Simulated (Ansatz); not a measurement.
**AlAsH₄ + H₂S: a complex and its separated parts**

The complex below is one end of an elementary step. How strongly is it bound against its free parts?

Method: PBE0-D4/def2-TZVP structures, single points in def2-TZVPP, no counterpoise correction; program: Ansatz 0.2.0, Gaussian basis.

Levels: SPW92, PBE-D4, BLYP-D4, r2SCAN-D4, B97M-V, PBE0-D4, B3LYP-D4, r2SCAN0-D4, BHLYP-D4, CAM-B3LYP-D4, wB97X-V, wB97M-V, B2PLYP, PBE-QIDH, RPA on PBE, Hartree-Fock, MP2, CCSD, CCSD(T).

Cores are frozen in the correlated methods. Filled d shells of the heavier atoms are correlated. B3LYP uses VWN-RPA correlation. B2PLYP carries no dispersion term here.

### Step 1. The starting structure

The complex: 9 atoms, charge 0, spin multiplicity 1.

Atoms are counted from 1 here; the program's logs count them from 0.

Bond lengths: Al1–S2 2.542 Å, Al1–H3 1.593 Å, Al1–H4 1.594 Å, Al1–As6 2.462 Å, S2–H5 1.345 Å, S2–H7 1.344 Å, As6–H8 1.521 Å, As6–H9 1.521 Å. Angles: S2–Al1–H3 94.2°, S2–Al1–H4 94.6°, S2–Al1–As6 99.6°, H3–Al1–H4 120.4°, H3–Al1–As6 120.0°, H4–Al1–As6 116.2°, Al1–S2–H5 97.9°, Al1–S2–H7 98.2°, H5–S2–H7 92.7°, Al1–As6–H8 93.6°, Al1–As6–H9 91.9°, H8–As6–H9 92.9°.

Coordinates:

```xyz
9
charge 0, multiplicity 1
Al   -0.7359   -0.2447   -0.5655
S     0.8936    1.5911   -1.2267
H    -0.3430   -1.1950   -1.7828
H    -2.0241    0.6897   -0.6539
H     0.9112    2.2527   -0.0561
As    0.0957   -0.7376    1.6985
H     2.0376    0.9418   -0.9488
H     0.4596   -2.1741    1.3545
H    -1.2946   -1.1239    2.1808
```

Its parts: AlAsH₄ holds atoms 1, 3, 4, 6, 8, 9; H₂S holds atoms 2, 5, 7. Each part counts its atoms afresh in its own runs.

### Step 2. Relaxing AlAsH₄ alone

Contents of relax-a/in.yaml:

```yaml
crystal:
  periodic: [false, false, false]
  atoms:
    - {symbol: Al, position_ang: [-0.735930, -0.244676, -0.565492]}
    - {symbol: H, position_ang: [-0.343029, -1.194956, -1.782799]}
    - {symbol: H, position_ang: [-2.024065, 0.689697, -0.653903]}
    - {symbol: As, position_ang: [0.095668, -0.737613, 1.698480]}
    - {symbol: H, position_ang: [0.459572, -2.174080, 1.354523]}
    - {symbol: H, position_ang: [-1.294589, -1.123917, 2.180780]}
basis:
  gaussian: {orbitals: def2-TZVP}
hamiltonian: {xc: pbe0, dispersion: d4}
relax: {f_tol: 0.005, max_steps: 200}
```

The command line of these runs was not kept.

Further steps of the session: Relaxing H₂S alone; wB97M-V/def2-TZVPP; CCSD(T)/def2-TZVPP; Vibrations of AlAsH₄; Vibrations of H₂S.

Before running it: what results should come out? Wanted: complex less parts, CCSD(T)/def2-TZVPP; with zero-point energy; largest T1 diagnostic.

**Answer**, as computed:

```
                              quantity         value
complex less parts, CCSD(T)/def2-TZVPP  -53.4 kJ/mol
                with zero-point energy  -44.0 kJ/mol
                 largest T1 diagnostic         0.011
```

**Reading.** At CCSD(T) the complex lies 53.4 kJ/mol below its parts. B97M-V is the best functional here (+0.2 kJ/mol from CCSD(T)); SPW92 is the worst (-26.2 kJ/mol). Mean unsigned error by rung: LDA 26.2, GGA 5.6, meta-GGA 4.5, hybrid 5.9, range-separated hybrid 2.9, double hybrid 6.3 kJ/mol. PBE-D4 gives a relative energy 10.1 kJ/mol too low, outside chemical accuracy (1 kcal/mol, 4.2 kJ/mol). No counterpoise was applied, and triple zeta lacks some correlation, so the CCSD(T) reference has a basis error of its own, and close matches with it are partly luck.
